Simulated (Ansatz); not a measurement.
# Cl2FHSi: the cost of one run

Method: PBE0-D4/def2-TZVP structures, single points in def2-TZVPP, no counterpoise correction; program: Ansatz 0.2.0, Gaussian basis.

Levels: SPW92, PBE-D4, BLYP-D4, r2SCAN-D4, B97M-V, PBE0-D4, B3LYP-D4, r2SCAN0-D4, BHLYP-D4, CAM-B3LYP-D4, wB97X-V, wB97M-V, B2PLYP, PBE-QIDH, RPA on PBE, Hartree-Fock, MP2, CCSD, CCSD(T).

Correlated methods freeze the cores. B3LYP uses VWN-RPA correlation. B2PLYP carries no dispersion term here.

95 further runs of the same task are left out: 1 that didn't finish, 94 set aside as unsound or not needed.

## Step 1: The starting structure

The complex: 7 atoms, charge 0, spin multiplicity 1.

Atoms are counted from 1 here; the program's logs count them from 0.

Bond lengths: Si1–Cl3 2.019 Å, Si1–Cl4 2.019 Å, Si1–H5 1.467 Å, Si1–F7 1.592 Å, Cl2–H6 1.281 Å. Angles: Cl3–Si1–Cl4 110.8°, Cl3–Si1–H5 110.9°, Cl3–Si1–F7 107.9°, Cl4–Si1–H5 110.9°, Cl4–Si1–F7 107.9°, H5–Si1–F7 108.3°.

Geometry (Å):

```
Si   -0.9447    0.3756   -0.4243
Cl    2.7399   -0.9685    1.0308
Cl   -0.3197   -0.6682   -2.0354
Cl    0.0110    2.1500   -0.3039
H    -2.3988    0.5657   -0.4556
H     1.4900   -0.9887    1.3127
F    -0.5776   -0.4660    0.8756
```

Its parts: Cl₂FHSi holds atoms 1, 3, 4, 5, 7; HCl holds atoms 2, 6. Each part counts its atoms afresh in its own runs.

## Step 2: Relaxing Cl₂FHSi alone

The input, relax-a/in.yaml:

```yaml
crystal:
  periodic: [false, false, false]
  atoms:
    - {symbol: Si, position_ang: [-0.944736, 0.375648, -0.424275]}
    - {symbol: Cl, position_ang: [-0.319750, -0.668237, -2.035419]}
    - {symbol: Cl, position_ang: [0.010989, 2.149999, -0.303912]}
    - {symbol: H, position_ang: [-2.398825, 0.565748, -0.455642]}
    - {symbol: F, position_ang: [-0.577581, -0.465977, 0.875645]}
basis:
  gaussian: {orbitals: def2-TZVP}
hamiltonian: {xc: pbe0, dispersion: d4}
relax: {f_tol: 0.005, max_steps: 200}
```

Run with:

```
> ansatz run in.yaml --threads 4 --pin off --events-out ev --progress --plain --max-ram 9574MiB
```

**Question.** How long does this run take on 4 threads of Intel Xeon Platinum 8259CL at 2.50GHz, shared host?

About 11 s.
